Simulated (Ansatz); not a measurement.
# Al2F4H2O2: how energies converge with the basis set

The task here is to estimate one member of a computed series from the others.

Computed with Ansatz 0.2.0, Gaussian basis. Level: one geometry, several basis sets.

The runs, in order: PBE0-D4/def2-SVP; ωB97M-V/def2-SVP; PBE0-D4/def2-QZVPP; ωB97M-V/def2-QZVPP; the functionals' def2-TZVPP values are taken from earlier runs.

### The geometry

All runs share one geometry, relaxed beforehand with PBE0-D4 in a triple-zeta def2 set.

SMILES `[F][Al-]1([F])[OH+][Al-]([F])([F])[OH+]1`, 10 atoms, charge 0, spin multiplicity 1.

Atoms are counted from 1 here; the program's logs count them from 0.

Bond lengths: F1–Al2 1.642 Å, Al2–F3 1.642 Å, Al2–O4 1.825 Å, Al2–O8 1.825 Å, O4–Al5 1.825 Å, O4–H9 0.958 Å, Al5–F6 1.642 Å, Al5–F7 1.642 Å, Al5–O8 1.825 Å, O8–H10 0.958 Å. Angles: F1–Al2–F3 118.4°, F1–Al2–O4 115.1°, F1–Al2–O8 110.4°, F3–Al2–O4 110.4°, F3–Al2–O8 115.1°, O4–Al2–O8 82.0°, Al2–O4–Al5 98.0°, Al2–O4–H9 125.8°, Al5–O4–H9 125.8°, O4–Al5–F6 110.4°, O4–Al5–F7 115.1°, O4–Al5–O8 82.0°, F6–Al5–F7 118.4°, F6–Al5–O8 115.1°, F7–Al5–O8 110.4°, Al2–O8–Al5 98.0°, Al2–O8–H10 125.8°, Al5–O8–H10 125.8°.

Geometry (Å):

```tsv
atom	x (Å)	y (Å)	z (Å)
F1	2.2098	-1.4108	-0.1816
Al2	0.7320	-1.0760	0.4506
F3	0.1473	-2.0540	1.6327
O4	0.4523	0.6756	0.8783
Al5	-0.7319	1.0760	-0.4507
F6	-2.2097	1.4109	0.1815
F7	-0.1472	2.0540	-1.6328
O8	-0.4523	-0.6755	-0.8783
H9	0.4455	1.0415	1.7632
H10	-0.4458	-1.0416	-1.7631
```

Set-up of the first run:

in.yaml reads:

```yaml
crystal:
  periodic: [false, false, false]
  atoms:
    - {symbol: F, position_ang: [2.209791, -1.410840, -0.181599]}
    - {symbol: Al, position_ang: [0.731995, -1.075956, 0.450631]}
    - {symbol: F, position_ang: [0.147282, -2.054003, 1.632708]}
    - {symbol: O, position_ang: [0.452333, 0.675568, 0.878340]}
    - {symbol: Al, position_ang: [-0.731894, 1.076012, -0.450657]}
    - {symbol: F, position_ang: [-2.209718, 1.410864, 0.181547]}
    - {symbol: F, position_ang: [-0.147209, 2.054029, -1.632760]}
    - {symbol: O, position_ang: [-0.452289, -0.675530, -0.878317]}
    - {symbol: H, position_ang: [0.445472, 1.041494, 1.763190]}
    - {symbol: H, position_ang: [-0.445762, -1.041650, -1.763082]}
basis:
  gaussian: {orbitals: def2-SVP}
hamiltonian: {xc: pbe0, dispersion: d4}
output: {orbitals: {seedname: orbitals}}
```

On the command line:

```
> ansatz run in.yaml --threads 4 --pin off --events-out ev --progress --plain --max-ram 11315MiB
```

Among the steps run: PBE0-D4 in def2-SVP; ωB97M-V in def2-SVP; PBE0-D4 in def2-QZVPP; ωB97M-V in def2-QZVPP.

One table of the session follows, with a row left open; its other results are not shown here.

It belongs to the step «Density functionals: the series». 

```
functional       basis  HOMO (eV)
   PBE0-D4    def2-SVP     -10.79
   PBE0-D4  def2-TZVPP          ?
   PBE0-D4  def2-QZVPP     -11.08
   ωB97M-V    def2-SVP     -13.27
   ωB97M-V  def2-TZVPP     -13.54
   ωB97M-V  def2-QZVPP     -13.61
```

Q: Estimate the row for PBE0-D4, def2-TZVPP from the others.

**Answer.** HOMO (eV): -11.02. In the column «HOMO (eV)» it lies between PBE0-D4, def2-QZVPP (-11.08) and PBE0-D4, def2-SVP (-10.79).
